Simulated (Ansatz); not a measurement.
**GaNH₂+ (doublet): the correlation ladder, cc-pVDZ**

Aim: climb from Hartree-Fock through coupled cluster for GaNH₂+ (doublet) at one geometry and basis, and see what each rung misses.

Program: Ansatz 0.2.0, Gaussian basis. Level of theory: cc-pVDZ, core rule «outside noble gas», up to 15 orbitals frozen. These are calculated values, not measurements.

Plan: UHF; CCSD(T) on ROHF; CCSD(T) on UHF; BCCD(T) on ROHF; CISD; CCSDT(Q) on ROHF; CCSDT(Q) on UHF; CCSDTQ on ROHF.

9 further runs of the same task are left out: 5 for a known fault of the program, 4 set aside as unsound or not needed.

## (1) The geometry

The geometry is a PBE0/def2-TZVP stationary point (not a proven minimum) of the parent state, kept for this charge and spin. No spin-orbit coupling is included. The filled d shell of Ga may be among the frozen orbitals whatever the setting's name suggests; the logs give the count.

4 atoms, charge 1, spin multiplicity 2.

Atoms are counted from 1 here; the program's logs count them from 0.

Bond lengths: N1–Ga2 1.692 Å, N1–H3 1.013 Å, Ga2–H4 1.530 Å. Angles: Ga2–N1–H3 122.2°, N1–Ga2–H4 164.2°.

## (2) UHF

Input file in.yaml:

```yaml
crystal:
  periodic: [false, false, false]
  atoms:
    - {symbol: N, position_ang: [0.000000, -0.153152, 1.398194]}
    - {symbol: Ga, position_ang: [0.000000, 0.024866, -0.284267]}
    - {symbol: H, position_ang: [0.000000, 0.642469, 2.025804]}
    - {symbol: H, position_ang: [0.000000, -0.234291, -1.791777]}
basis:
  gaussian: {orbitals: cc-pVDZ}
total_charge: 1
magnetization: {spin_polarized: true, initial_magnetization: 1}
hamiltonian: {xc: hf}
output: {orbitals: {seedname: orbitals}}
```

Started as:

```console
> ansatz run in.yaml --threads 1 --pin off --events-out ev --progress --plain --max-ram 4096MiB --backend cpu
```

After this run come: CCSD(T) on ROHF; CCSD(T) on UHF; BCCD(T) on ROHF; CISD; CCSDT(Q) on ROHF; CCSDT(Q) on UHF; CCSDTQ on ROHF.

Q: Predict the results of all the runs planned. Wanted: RCCSDTQ below the RHF energy; RMP2 from RCCSDTQ; UMP2 from RCCSDTQ; RCCSD from RCCSDTQ; RCCSD(T) from RCCSDTQ; UCCSD(T) from RCCSDTQ; RCCSDT(Q) from RCCSDTQ; UCCSDT(Q) from RCCSDTQ; T1 diagnostic.

**Answer**, as computed:

| quantity | value |
| --- | --- |
| RCCSDTQ below the RHF energy | -5.7675 eV |
| RMP2 from RCCSDTQ | +80.2 kJ/mol |
| UMP2 from RCCSDTQ | +80.5 kJ/mol |
| RCCSD from RCCSDTQ | +16.3 kJ/mol |
| RCCSD(T) from RCCSDTQ | +3.2 kJ/mol |
| UCCSD(T) from RCCSDTQ | +3.2 kJ/mol |
| RCCSDT(Q) from RCCSDTQ | +0.1 kJ/mol |
| UCCSDT(Q) from RCCSDTQ | -0.1 kJ/mol |
| levels within 1 kcal/mol (43 meV) | RCCSD(T), UCCSD(T), BCCD(T), RCCSDT, UCCSDT, RCCSDT(Q), UCCSDT(Q) |
| T1 diagnostic | 0.022 |

**Reading.** RCCSD(T) misses by +3.2 kJ/mol, 0.6 % of the correlation energy. These misses are within one basis, not against nature; the frozen cores of restricted and unrestricted runs differ, which can shift their rows.
